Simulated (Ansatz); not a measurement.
# Na4TiO3: the cost of one run

Method: DFT PBE, scalar-relativistic, plane waves, PAW, unless a step names another level, in Ansatz 0.2.0.

4 further runs of the same task are left out: 4 set aside as unsound or not needed.

## (1) What the formula suggests

Pauling electronegativities: Na 0.93, Ti 1.54, O 3.44 (spread 2.51). The formula balances with common oxidation states: Ti +2, Na +1, O -2. Tabulated atomic sizes suggest about 15 Å³/atom. 23 candidates were drawn, by swapping species into database cells of other compounds, at random by space group and Wyckoff sites, or by hand, as the table says; time allowed 22 of them to run, and these are listed.

```tsv
name	made from	space group no.	Wyckoff sites	atoms (primitive cell)	V (Å³/atom)
c01	random	123	Na 4o; Ti 1c; O 1b, 2f	8	16.9
c02	random	183	Na 2b, 2b; Ti 1a; O 3c	8	14.8
c03	random	191	Na 4h; Ti 1a; O 2c, 1b	8	17.2
c04	database cell of Li3SbS4	215	Na 4e; Ti 1a; O 3d	8	20.6
c05	random	191	Na 2d, 2c; Ti 1a; O 3f	8	16.7
c06	database cell of TaTl3Se4	217	Na 8c; Ti 2a; O 6b	8	17.2
c08	random	65	Na 4e, 2a, 2d; Ti 2b; O 4h, 2c	8	15.4
c09	random	115	Na 4j; Ti 1b; O 1c, 2g	8	18.9
c10	random	123	Na 4i; Ti 1d; O 1b, 1c, 1a	8	16.6
c11	database cell of Sm3ErS4	47	Na 1g, 2s, 1e; Ti 1a; O 2t, 1c	8	13.5
c12	database cell of ZnCd3S4	215	Na 4e; Ti 1a; O 3c	8	16.3
c13	random	191	Na 3f, 1a; Ti 1b; O 3g	8	15.2
c14	random	187	Na 1d, 1e, 2g; Ti 1a; O 1f, 2g	8	18.9
c15	database cell of CsZn4P3	123	Na 4i; Ti 1b; O 2h, 1a	8	15.5
c16	database cell of Mg3VO4	221	Na 3d, 1b; Ti 1a; O 3c	8	12.5
c17	random	191	Na 4h; Ti 1a; O 3g	8	18.1
c18	built by hand: Tl4SnTe3 (ordered In5Bi3)	140	Na 16l; Ti 4c; O 8h, 4a	16	14.7
c19	random	229	Na 8c; Ti 2a; O 6b	8	17.3
c20	database cell of AlCr3B4	47	Na 2r, 2t; Ti 1h; O 2q, 1b	8	13.0
c21	built by hand: layered TiO2 sheet / anti-perovskite Na4O slab intergrowth	123	Na 2e, 2h; Ti 1a; O 2f, 1d	8	14.7
c22	random	139	Na 8f; Ti 2a; O 4d, 2b	8	15.1
c23	random	221	Na 1b, 3c; Ti 1a; O 3d	8	16.5
```

## (2) Screening run of c05

input.yaml

```yaml
crystal:
  lattice:
    - [5.65673451, 0.0, 0.0]
    - [-2.82836725, 4.89887578, 0.0]
    - [0.0, 0.0, 4.80723323]
  atoms:
    - { symbol: Na, position: [0.33333333, 0.66666667, 0.5] }
    - { symbol: Na, position: [0.66666667, 0.33333333, 0.5] }
    - { symbol: Na, position: [0.33333333, 0.66666667, 0.0] }
    - { symbol: Na, position: [0.66666667, 0.33333333, 0.0] }
    - { symbol: Ti, position: [0.0, 0.0, 0.0], spin: 1.0 }
    - { symbol: O, position: [0.5, 0.0, 0.0] }
    - { symbol: O, position: [0.0, 0.5, 0.0] }
    - { symbol: O, position: [0.5, 0.5, 0.0] }
basis:
  ecutwfc: 420
kpoints:
  mp_grid: { grid: [3, 3, 3] }
hamiltonian:
  xc: pbe
scf:
  occupations: { method: gaussian, width: 0.15 }
  lower_state_search: "off"
output:
  forces: true
  stress: true
  eigenvalues: true
  populations: true
magnetization:
  spin_polarized: true
relax:
  adjacent_minimum: "off"
  f_tol: 0.08
  max_steps: 16
  cell: { stress_tol: 0.8 }
```

Run with:

```bash
$ ansatz run input.yaml --threads 1 --pin off --max-ram 2560MiB --backend cpu --events-out ev --progress --plain --runs-dir out
```

Q: Estimate wall time and peak memory on 1 thread of Intel Xeon at 2.70GHz, shared host.

About 86 s, with a peak of 0.51 GiB.
